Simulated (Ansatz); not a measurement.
**PO (Phosphorus monoxide) at UBHLYP/cc-pVTZ**

What is the electronic atomisation energy of PO (Phosphorus monoxide) at UBHLYP/cc-pVTZ? 

The results are computed with Ansatz 0.2.0.

35 further runs of the same task are left out: 35 set aside as unsound or not needed.

### Step 1. The molecule

PO has 2 atoms, charge 0, and is taken as a doublet. As SMILES, `O=[P]`. The shape is that of a PBE0-D4/def2-TZVP optimisation.

Bond lengths: O1–P2 1.474 Å.

### Step 2. A single-point energy at UBHLYP/cc-pVTZ

in.yaml reads:

```yaml
crystal:
  periodic: [false, false, false]
  atoms:
    - {symbol: O, position_ang: [0.000000, -0.000000, -0.009450]}
    - {symbol: P, position_ang: [-0.000000, 0.000000, 1.464540]}
basis:
  gaussian:
    orbitals: cc-pVTZ
accuracy: high
output: {orbitals: {seedname: orbitals}}
magnetization:
  spin_polarized: true
  initial_magnetization: 1
hamiltonian:
  xc: {name: BHLYP}
```

Command:

```bash
$ ansatz run in.yaml --threads 1 --pin off --max-ram 3480MiB --events-out events.jsonl --progress --plain --runs-dir runs
```

The log of the run:

```text
Warning: RAYON_NUM_THREADS=1 ignored (pool sized by the plan → 1); use --threads N
Functional definition: BHLYP
  name "BHLYP"
  parameter a = 0.5
  exchange = (1 - a)*b88_x + a*exact_x
  correlation = lyp_c
886 factors; integrals over basis functions are off by at most 4.0e-9 eV
mean field evaluation 1: about -11330.0018 eV, gradient 3.6e1 eV
mean field evaluation 2: about -11312.5465 eV, gradient 7.4e1 eV
mean field evaluation 4: about -11334.6281 eV, gradient 7.8e-1 eV
mean field evaluation 8: about -11334.7236 eV, gradient 5.9e-2 eV
mean field evaluation 16: about -11334.7236 eV, gradient 1.2e-3 eV
mean field -11334.72363569 eV, -416.5434106599 hartree, gradient 2.8e-8 eV, S^2 0.758295; 0 other end points of the search recorded, 0 dependent functions left out
reference -11334.72365235 eV, -416.5434112722 hartree; 12, 11 occupied and 52, 53 virtual orbitals, 886 factors
Total energy: -11334.72365235 eV, -416.5434112722 hartree
```

Run time: 3 s. Hardware: 1 thread of Arm Neoverse V2, shared host; peak memory 0.15 GiB.

### Step 3. The O atom

job.yaml reads:

```yaml
crystal:
  periodic: [false, false, false]
  atoms:
    - {symbol: O, position_ang: [0.000000, 0.000000, 0.000000]}
basis:
  gaussian:
    orbitals: cc-pVTZ
magnetization:
  spin_polarized: true
  initial_magnetization: 2
hamiltonian:
  xc: {name: BHLYP}
accuracy: high
```

Command:

```bash
$ ansatz run job.yaml --threads 1 --pin off --max-ram 3480MiB --events-out events.jsonl --progress --plain --runs-dir runs
```

The log of the run:

```text
Warning: RAYON_NUM_THREADS=1 ignored (pool sized by the plan → 1); use --threads N
Functional definition: BHLYP
  name "BHLYP"
  parameter a = 0.5
  exchange = (1 - a)*b88_x + a*exact_x
  correlation = lyp_c
299 factors; integrals over basis functions are off by at most 2.4e-9 eV
mean field evaluation 1: about -2042.7201 eV, gradient 6.4e0 eV
mean field evaluation 2: about -2042.8294 eV, gradient 1.3e0 eV
mean field evaluation 4: about -2042.8379 eV, gradient 1.1e-1 eV
mean field evaluation 8: about -2042.8384 eV, gradient 1.5e-3 eV
mean field -2042.83838694 eV, -75.0729260344 hartree, gradient 3.5e-8 eV, S^2 2.003818; 0 other end points of the search recorded, 0 dependent functions left out
reference -2042.83839757 eV, -75.0729264251 hartree; 5, 3 occupied and 25, 27 virtual orbitals, 299 factors
Total energy: -2042.83839757 eV, -75.0729264251 hartree
```

It took 0.34 s on 1 thread of Arm Neoverse V2, shared host.

### Step 4. The P atom at the same level

molecule.yaml reads:

```yaml
basis:
  gaussian:
    orbitals: cc-pVTZ
crystal:
  periodic: [false, false, false]
  atoms:
    - {symbol: P, position_ang: [0.000000, 0.000000, 0.000000]}
magnetization:
  spin_polarized: true
  initial_magnetization: 3
hamiltonian:
  xc: {name: BHLYP}
accuracy: high
```

Command:

```bash
$ ansatz run molecule.yaml --threads 1 --pin off --max-ram 3480MiB --events-out events.jsonl --progress --plain --runs-dir runs
```

The log of the run:

```text
Warning: RAYON_NUM_THREADS=1 ignored (pool sized by the plan → 1); use --threads N
Functional definition: BHLYP
  name "BHLYP"
  parameter a = 0.5
  exchange = (1 - a)*b88_x + a*exact_x
  correlation = lyp_c
333 factors; integrals over basis functions are off by at most 3.8e-9 eV
mean field evaluation 1: about -9286.5074 eV, gradient 2.6e0 eV
mean field evaluation 2: about -9286.5448 eV, gradient 8.1e-1 eV
mean field evaluation 4: about -9286.5485 eV, gradient 1.6e-1 eV
mean field evaluation 8: about -9286.5487 eV, gradient 1.4e-4 eV
mean field -9286.54867169 eV, -341.2743690358 hartree, gradient 8.6e-8 eV, S^2 3.750399; 0 other end points of the search recorded, 0 dependent functions left out
reference -9286.54868588 eV, -341.2743695572 hartree; 9, 6 occupied and 25, 28 virtual orbitals, 333 factors
Total energy: -9286.54868588 eV, -341.2743695572 hartree
```

It took 0.52 s on 1 thread of Arm Neoverse V2, shared host.

### Step 5. What came out

At UBHLYP/cc-pVTZ:

```
                                    quantity          value
                      molecule: total energy  -416.54341 Eh
molecule: HOMO energy (highest over α and β)       -6.93 eV
 molecule: LUMO energy (lowest over α and β)       -2.16 eV
                              molecule: ⟨S²⟩          0.758
                        O atom: total energy   -75.07293 Eh
                                O atom: ⟨S²⟩          2.004
                        P atom: total energy  -341.27437 Eh
                                P atom: ⟨S²⟩          3.750
               electronic atomisation energy       5.337 eV
```

What this shows: Taking the molecule apart into free atoms costs 5.34 eV (515 kJ/mol), before zero-point energy and without spin-orbit coupling.
